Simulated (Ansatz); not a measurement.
The system is HfB.

```xyz
2
Lattice="0.0000 2.3100 2.3100 2.3100 0.0000 2.3100 2.3100 2.3100 0.0000" Properties=species:S:1:pos:R:3 pbc="T T T"
Hf    2.3100    2.3100    2.3100
B     0.0000    0.0000    0.0000
```

Base run:

| Item | Value |
| --- | --- |
| Program | Ansatz 0.2.0 |
| Functional | PBEsol |
| Potentials or basis | all-electron LAPW, scalar-relativistic |
| Cutoff | 282 eV (chosen from the basis error) |
| Basis error allowed | 0.001 eV/atom |
| k mesh | 10 × 10 × 10 |
| Occupations | gaussian, width 0.1 eV |
| Spin | no spin polarisation |

Its results: band gap on the k mesh none (metal or under the smearing width); pressure 23.2 GPa.

**Question.** The run is repeated on the same cell with these changes: functional from PBEsol to LDA. What comes out?

**Answer.** Band gap on the k mesh none (metal or under the smearing width); pressure 17.9 GPa.

LDA binds more tightly than PBEsol, so the same cell stands under less pressure.

Caveats: so large a pressure means that the cell lies far from this level's equilibrium, or that cutoff or potentials fall short.
